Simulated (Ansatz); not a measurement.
Born–Oppenheimer molecular dynamics of a periodic cell of 14 atoms, KCdCO3F (host KCdCO3F, host structure P-6c2). It goes on from the last frame of an earlier run, with new velocities.

All numbers below come from Ansatz 0.2.0, DFT PBE, scalar-relativistic, plane waves, PAW. Settings: accuracy low, cutoff 420 eV, k mesh 2x2x1, fermi-dirac smearing 0.05 eV, no spin polarisation.

| Item | Value |
| --- | --- |
| ensemble | NVE (velocity Verlet) |
| time step | 1 fs |
| steps asked | 400 |
| starting velocities drawn for | 1950 K |
| seed | 691039 |

Frames 2 fs apart, positions in Å.

Velocities at 340.0 fs (Å/ps):

```
K 0.95 -9.37 5.67
K 6.32 -9.61 6.13
Cd 0.41 3.42 -2.43
Cd -3.67 -0.52 -0.52
C -27.37 12.64 2.00
C 13.59 -0.82 -13.07
O 5.04 9.97 -0.14
O 1.12 4.48 -9.04
O 4.67 7.21 -15.77
O 1.89 -13.69 7.82
O 15.65 2.00 6.45
O -11.80 9.34 5.75
F -2.84 -7.85 -2.34
F 1.96 6.03 6.63
```

```xyz
14
Lattice="5.2376 0.0000 0.0000 -2.6188 4.5359 0.0000 0.0000 0.0000 9.0229" Properties=species:S:1:pos:R:3 time_fs=340.0 energy_less_start_eV=0.433 T=1691
K 2.338 1.263 4.683
K 2.199 1.149 -0.295
Cd -0.102 0.198 2.185
Cd 0.045 -0.357 6.390
C -0.409 2.876 2.077
C -0.277 2.640 6.921
O -0.859 3.972 2.382
O 0.888 2.819 1.836
O -1.297 1.821 1.886
O -1.513 2.393 6.622
O 0.515 1.707 7.110
O 0.276 3.874 6.928
F 0.073 -0.467 4.307
F 0.009 -0.094 -0.060
14
Lattice="5.2376 0.0000 0.0000 -2.6188 4.5359 0.0000 0.0000 0.0000 9.0229" Properties=species:S:1:pos:R:3 time_fs=342.0 energy_less_start_eV=0.488 T=1660
K 2.341 1.244 4.694
K 2.212 1.130 -0.282
Cd -0.101 0.205 2.180
Cd 0.037 -0.358 6.389
C -0.460 2.897 2.078
C -0.249 2.643 6.893
O -0.850 3.995 2.383
O 0.888 2.827 1.819
O -1.286 1.838 1.856
O -1.509 2.366 6.638
O 0.548 1.709 7.122
O 0.251 3.891 6.939
F 0.067 -0.483 4.303
F 0.013 -0.082 -0.048
14
Lattice="5.2376 0.0000 0.0000 -2.6188 4.5359 0.0000 0.0000 0.0000 9.0229" Properties=species:S:1:pos:R:3 time_fs=344.0 energy_less_start_eV=0.515 T=1644
K 2.343 1.226 4.705
K 2.226 1.111 -0.268
Cd -0.101 0.211 2.174
Cd 0.029 -0.358 6.390
C -0.498 2.905 2.069
C -0.219 2.653 6.866
O -0.842 4.027 2.388
O 0.882 2.830 1.804
O -1.274 1.862 1.828
O -1.502 2.339 6.653
O 0.582 1.707 7.131
O 0.221 3.905 6.947
F 0.060 -0.498 4.299
F 0.017 -0.072 -0.036
14
Lattice="5.2376 0.0000 0.0000 -2.6188 4.5359 0.0000 0.0000 0.0000 9.0229" Properties=species:S:1:pos:R:3 time_fs=346.0 energy_less_start_eV=0.525 T=1638
K 2.345 1.207 4.715
K 2.241 1.093 -0.253
Cd -0.102 0.217 2.168
Cd 0.021 -0.359 6.391
C -0.520 2.904 2.052
C -0.191 2.667 6.841
O -0.835 4.066 2.397
O 0.869 2.832 1.792
O -1.261 1.890 1.802
O -1.492 2.313 6.669
O 0.617 1.704 7.135
O 0.190 3.915 6.952
F 0.052 -0.513 4.296
F 0.020 -0.062 -0.025
14
Lattice="5.2376 0.0000 0.0000 -2.6188 4.5359 0.0000 0.0000 0.0000 9.0229" Properties=species:S:1:pos:R:3 time_fs=348.0 energy_less_start_eV=0.557 T=1620
K 2.347 1.188 4.724
K 2.256 1.074 -0.236
Cd -0.102 0.222 2.162
Cd 0.012 -0.359 6.393
C -0.523 2.903 2.028
C -0.167 2.680 6.821
O -0.829 4.107 2.407
O 0.850 2.830 1.782
O -1.252 1.921 1.779
O -1.477 2.290 6.683
O 0.652 1.702 7.135
O 0.158 3.922 6.953
F 0.043 -0.528 4.294
F 0.024 -0.054 -0.016
14
Lattice="5.2376 0.0000 0.0000 -2.6188 4.5359 0.0000 0.0000 0.0000 9.0229" Properties=species:S:1:pos:R:3 time_fs=350.0 energy_less_start_eV=0.512 T=1647
K 2.350 1.169 4.732
K 2.273 1.056 -0.219
Cd -0.104 0.228 2.155
Cd 0.004 -0.359 6.396
C -0.506 2.909 2.002
C -0.148 2.688 6.809
O -0.822 4.145 2.418
O 0.824 2.827 1.776
O -1.247 1.953 1.757
O -1.457 2.270 6.696
O 0.685 1.704 7.128
O 0.126 3.926 6.950
F 0.033 -0.543 4.294
F 0.027 -0.047 -0.008
14
Lattice="5.2376 0.0000 0.0000 -2.6188 4.5359 0.0000 0.0000 0.0000 9.0229" Properties=species:S:1:pos:R:3 time_fs=352.0 energy_less_start_eV=0.343 T=1745
K 2.352 1.150 4.740
K 2.290 1.039 -0.200
Cd -0.106 0.233 2.148
Cd -0.005 -0.359 6.399
C -0.471 2.928 1.974
C -0.135 2.688 6.806
O -0.812 4.179 2.429
O 0.795 2.822 1.770
O -1.249 1.982 1.736
O -1.433 2.253 6.706
O 0.717 1.710 7.115
O 0.096 3.929 6.944
F 0.022 -0.558 4.294
F 0.030 -0.041 -0.003
14
Lattice="5.2376 0.0000 0.0000 -2.6188 4.5359 0.0000 0.0000 0.0000 9.0229" Properties=species:S:1:pos:R:3 time_fs=354.0 energy_less_start_eV=0.229 T=1811
K 2.355 1.132 4.747
K 2.308 1.021 -0.181
Cd -0.109 0.237 2.141
Cd -0.015 -0.359 6.404
C -0.428 2.959 1.948
C -0.129 2.679 6.810
O -0.801 4.208 2.438
O 0.767 2.816 1.766
O -1.256 2.011 1.716
O -1.404 2.239 6.714
O 0.747 1.720 7.096
O 0.069 3.931 6.934
F 0.009 -0.572 4.296
F 0.032 -0.036 0.001
14
Lattice="5.2376 0.0000 0.0000 -2.6188 4.5359 0.0000 0.0000 0.0000 9.0229" Properties=species:S:1:pos:R:3 time_fs=356.0 energy_less_start_eV=0.287 T=1780
K 2.358 1.113 4.754
K 2.327 1.004 -0.160
Cd -0.112 0.242 2.133
Cd -0.024 -0.359 6.409
C -0.390 2.999 1.926
C -0.130 2.662 6.823
O -0.786 4.232 2.446
O 0.748 2.809 1.761
O -1.267 2.040 1.699
O -1.372 2.228 6.720
O 0.775 1.735 7.071
O 0.044 3.932 6.920
F -0.004 -0.586 4.298
F 0.034 -0.033 0.003
14
Lattice="5.2376 0.0000 0.0000 -2.6188 4.5359 0.0000 0.0000 0.0000 9.0229" Properties=species:S:1:pos:R:3 time_fs=358.0 energy_less_start_eV=0.228 T=1817
K 2.361 1.095 4.760
K 2.347 0.988 -0.139
Cd -0.116 0.246 2.125
Cd -0.033 -0.359 6.415
C -0.373 3.046 1.910
C -0.134 2.640 6.841
O -0.767 4.250 2.452
O 0.748 2.800 1.754
O -1.280 2.071 1.683
O -1.340 2.217 6.723
O 0.802 1.753 7.041
O 0.023 3.932 6.904
F -0.019 -0.600 4.302
F 0.035 -0.030 0.003
14
Lattice="5.2376 0.0000 0.0000 -2.6188 4.5359 0.0000 0.0000 0.0000 9.0229" Properties=species:S:1:pos:R:3 time_fs=360.0 energy_less_start_eV=-0.032 T=1967
K 2.365 1.076 4.766
K 2.367 0.971 -0.117
Cd -0.120 0.250 2.117
Cd -0.043 -0.359 6.421
C -0.381 3.096 1.901
C -0.140 2.619 6.864
O -0.745 4.265 2.455
O 0.767 2.790 1.746
O -1.293 2.106 1.670
O -1.311 2.205 6.724
O 0.830 1.774 7.008
O 0.006 3.931 6.885
F -0.035 -0.614 4.306
F 0.035 -0.029 0.001
14
Lattice="5.2376 0.0000 0.0000 -2.6188 4.5359 0.0000 0.0000 0.0000 9.0229" Properties=species:S:1:pos:R:3 time_fs=362.0 energy_less_start_eV=-0.127 T=2024
K 2.368 1.058 4.771
K 2.387 0.956 -0.095
Cd -0.125 0.255 2.109
Cd -0.052 -0.359 6.429
C -0.403 3.144 1.896
C -0.143 2.602 6.888
O -0.721 4.277 2.455
O 0.798 2.780 1.736
O -1.306 2.144 1.659
O -1.289 2.192 6.724
O 0.857 1.796 6.972
O -0.006 3.927 6.865
F -0.052 -0.627 4.311
F 0.035 -0.028 -0.004
```

Of the whole run (400 fs, mean temperature of the second half 1769 K): The conserved energy stayed within 0.47 meV per atom of its start (net change -0.1 meV per atom), so the integration is sound. A run of 0.4 ps of so small a system gives no equilibrium averages. Limits of this set-up: coarse k mesh, low accuracy level.

Run time: 19 min on 1 thread of Arm Neoverse V1 (shared host), peak memory 0.5 GiB.
